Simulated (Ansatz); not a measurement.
# TaO₂+: energies up the ladder

The task, for TaO₂+: energies up the ladder. Charge +1.

Method: the levels named in each step, in Ansatz 0.2.0.

## (1) The system as given

Bond lengths: O1–Ta2 1.774 Å, Ta2–O3 1.774 Å. Angles: O1–Ta2–O3 111.3°.

Coordinates:

```xyz
3

O     0.4993    0.0588   -1.6172
Ta   -0.1465   -0.0040    0.0337
O     1.1571   -0.0135    1.2365
```

## (2) A rough first relaxation, PBE-D4/def2-SVP

Contents of input.yaml:

```yaml
crystal:
  periodic: [false, false, false]
  atoms:
    - { symbol: O, position_ang: [0.49932, 0.05882, -1.6172] }
    - { symbol: Ta, position_ang: [-0.14646, -0.00401, 0.03367] }
    - { symbol: O, position_ang: [1.15713, -0.01349, 1.23651] }
total_charge: 1
basis:
  gaussian: { orbitals: def2-SVP }
hamiltonian:
  xc: pbe
  dispersion: d4
relax:
  f_tol: 0.03
  max_steps: 200
```

Run with:

```sh
ansatz run input.yaml --threads 2 --pin off --max-ram 5120MiB --backend cpu --events-out ev --progress --plain --runs-dir out
```

After this run come: Relaxation, PBE0-D4/def2-TZVPP; Frequencies, PBE0-D4/def2-TZVPP; Single point, PBE-D4/def2-TZVPP; Single point, r2SCAN-D4/def2-TZVPP; Single point, B3LYP-D4/def2-TZVPP; Single point, wB97M-V/def2-TZVPP; Single point, B2PLYP/def2-TZVPP; Single point, LDA/def2-TZVPP; Single point, PBE0-D4/def2-SVP; Single point, PBE-D4/def2-SVP.

Before running it: what results should come out? Wanted: O1–Ta2 at PBE0-D4/def2-TZVPP; Ta2–O3 at PBE0-D4/def2-TZVPP; frequencies at PBE0-D4/def2-TZVPP; energy at PBE-D4/def2-SVP.

The runs gave:

| quantity | value |
| --- | --- |
| O1–Ta2 at PBE0-D4/def2-TZVPP | 1.686 Å |
| Ta2–O3 at PBE0-D4/def2-TZVPP | 1.686 Å |
| frequencies at PBE0-D4/def2-TZVPP | 382 to 1081 cm⁻¹ |
| energy at PBE-D4/def2-SVP | -5631.873 eV |

In words: No mode is imaginary, so the geometry is a minimum. These totals serve in differences with atoms or fragments at the same level; alone they don't rank the methods. Heavy atoms carry effective core potentials in def2 sets, and spin-orbit coupling is left out.
